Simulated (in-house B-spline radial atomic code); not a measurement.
# Sb¹⁵⁺: ionisation energy by several methods

Wanted: one ionisation energy, Sb¹⁵⁺ to configuration [Ar] 3d10 4s2 4p5, up the ladder of functionals.

Program: in-house B-spline radial atomic code version 1. Level of theory: Dirac-Coulomb, several functionals; spherical all-electron atom at the radial basis limit. These are calculated values, not measurements, unless marked.

## (1) The system

| Item | Value |
| --- | --- |
| element | antimony (Z = 51) |
| charge | +15 |
| electrons | 36 |
| configuration | [Ar] 3d10 4s2 4p6 |
| nucleus | Fermi, rms radius 4.680 fm |

Outer shells as boxes (Hund's rule):

[Ar] 3d10 4s2 4p6
```
[Ar] core
3d [↑↓][↑↓][↑↓][↑↓][↑↓]
4s [↑↓]
4p [↑↓][↑↓][↑↓]
```

## (2) AM05, a GGA

Input settings:

```ini
Z = 51
electrons = 36.0
configuration = [Ar] 3d10 4s2 4p6
hamiltonian = dirac
method = am05
spin_polarised = False
nucleus = fermi
rms_radius = 4.6802
mass_number = 121
atomic_mass = 120.903811353
speed_of_light = 137.035999084
```

## (3) RPBE, a GGA

Changes to the settings of step 2:

```diff
@@ -4,3 +4,3 @@
 hamiltonian = dirac
-method = am05
+method = rpbe,pbe
 spin_polarised = False
```

The tabulated ionisation energy is 420 ± 3 eV (tabulated theoretical; NIST Atomic Spectra Database). What does each method give, and which comes nearest?

As calculated:

| method | rung | total energy (hartree) | ΔSCF (eV) | with Breit, QED, recoil (eV) | −ε highest (eV) | corrected ΔSCF less tabulated (eV) |
| --- | --- | --- | --- | --- | --- | --- |
| AM05 | GGA | -6397.5849 | 424.64 | 424.38 | 406.14 (4p3/2) | +4.38 |
| RPBE | GGA | -6403.1979 | 424.67 | 424.41 | 406.23 (4p3/2) | +4.41 |

What this shows: Against the tabulated ionisation energy, 420 ± 3 eV (tabulated theoretical; NIST Atomic Spectra Database), the best here is AM05 (+4.38 eV) and the worst RPBE (+4.41 eV, or 1.0 %). All methods miss on the same side by much the same amount, which points to something that they share. Open shells are averaged (over orientations, and over spins where the run is restricted), while tables refer to the lowest levels. For the semilocal functionals minus the highest level recovers only 96 % of their own ΔSCF value, a mark of self-interaction.

Members of this set that are not shown: 2 used exact exchange with fractional occupations of an open shell, which is unsound here.
